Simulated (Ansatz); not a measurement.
# GaBN (doublet): from Hartree-Fock to the top rungs at distance N2–Ga3 = 1.878 Å, cc-pVDZ

Aim: climb from Hartree-Fock through coupled cluster and multireference methods for GaBN (doublet) at one geometry and basis, and see what each rung misses.

Method: cc-pVDZ, core rule «outside noble gas», up to 16 orbitals frozen; program: Ansatz 0.2.0, Gaussian basis.

Plan: UHF; CCSD(T) on ROHF; CCSD(T) on UHF; BCCD(T) on ROHF; CISD; CCSDT(Q) on ROHF; CCSDT(Q) on UHF; CASSCF and MRCISD+Q, 3 electrons in 3 orbitals; CASSCF and NEVPT2, 3 electrons in 3 orbitals; CASSCF and NEVPT2, 9 electrons in 11 orbitals.

30 further runs of the same task are left out: 1 for a known fault of the program, 1 for a mislabelled method, 25 that didn't finish, 3 set aside as unsound or not needed.

## (1) The geometry

The geometry derives from a PBE0/def2-TZVP stationary point (not a proven minimum). One bond is set to the value named and the two fragments are kept rigid. No spin-orbit coupling is included. The filled d shell of Ga may be among the frozen orbitals whatever the setting's name suggests; the logs give the count.

3 atoms, charge 0, spin multiplicity 2.

Atoms are counted from 1 here; the program's logs count them from 0.

Bond lengths: B1–N2 1.262 Å, N2–Ga3 1.878 Å. Angles: B1–N2–Ga3 180.0°.

## (2) UHF

The input, in.yaml:

```yaml
crystal:
  periodic: [false, false, false]
  atoms:
    - {symbol: B, position_ang: [0.000000, 0.000000, -1.467200]}
    - {symbol: N, position_ang: [0.000000, 0.000000, -0.205200]}
    - {symbol: Ga, position_ang: [0.000000, 0.000000, 1.672400]}
basis:
  gaussian: {orbitals: cc-pVDZ}
magnetization: {spin_polarized: true, initial_magnetization: 1}
hamiltonian: {xc: hf}
output: {orbitals: {seedname: orbitals}}
```

The run is started by

```
ansatz run in.yaml --threads 1 --pin off --events-out ev --progress --plain --max-ram 2393MiB
```

The runs that follow: CCSD(T) on ROHF; CCSD(T) on UHF; BCCD(T) on ROHF; CISD; CCSDT(Q) on ROHF; CCSDT(Q) on UHF; CASSCF and MRCISD+Q, 3 electrons in 3 orbitals; CASSCF and NEVPT2, 3 electrons in 3 orbitals; CASSCF and NEVPT2, 9 electrons in 11 orbitals.

**Question.** What will the summary of the whole plan be? Wanted: UCCSDT(Q) below the RHF energy; RMP2 from UCCSDT(Q); UMP2 from UCCSDT(Q); RCCSD from UCCSDT(Q); RCCSD(T) from UCCSDT(Q); UCCSD(T) from UCCSDT(Q); RCCSDT(Q) from UCCSDT(Q); NEVPT2 pair from UCCSDT(Q); MRCISD+Q pair from UCCSDT(Q).

As calculated:

| quantity | value |
| --- | --- |
| UCCSDT(Q) below the RHF energy | -7.9511 eV |
| RMP2 from UCCSDT(Q) | +20.16 kcal/mol |
| UMP2 from UCCSDT(Q) | +21.02 kcal/mol |
| RCCSD from UCCSDT(Q) | +9.33 kcal/mol |
| RCCSD(T) from UCCSDT(Q) | +1.38 kcal/mol |
| UCCSD(T) from UCCSDT(Q) | +1.54 kcal/mol |
| RCCSDT(Q) from UCCSDT(Q) | +0.14 kcal/mol |
| NEVPT2 pair from UCCSDT(Q) | +18.99 kcal/mol |
| MRCISD+Q pair from UCCSDT(Q) | +5.22 kcal/mol |
| NEVPT2 valence from UCCSDT(Q) | +19.40 kcal/mol |
| levels within 1 kcal/mol (43 meV) | RCCSDT, UCCSDT, RCCSDT(Q) |
| T1 diagnostic | 0.030 |
| effectively unpaired electrons | 1.09 |

**Reading.** RCCSD(T) misses by +1.38 kcal/mol, 0.8 % of the correlation energy. One determinant dominates. Of the multireference levels listed MRCISD+Q pair comes nearest in total energy (+5.22 kcal/mol), which doesn't show that its space is the better one. These misses are within one basis, not against nature; the frozen cores of restricted and unrestricted runs differ, which can shift their rows.
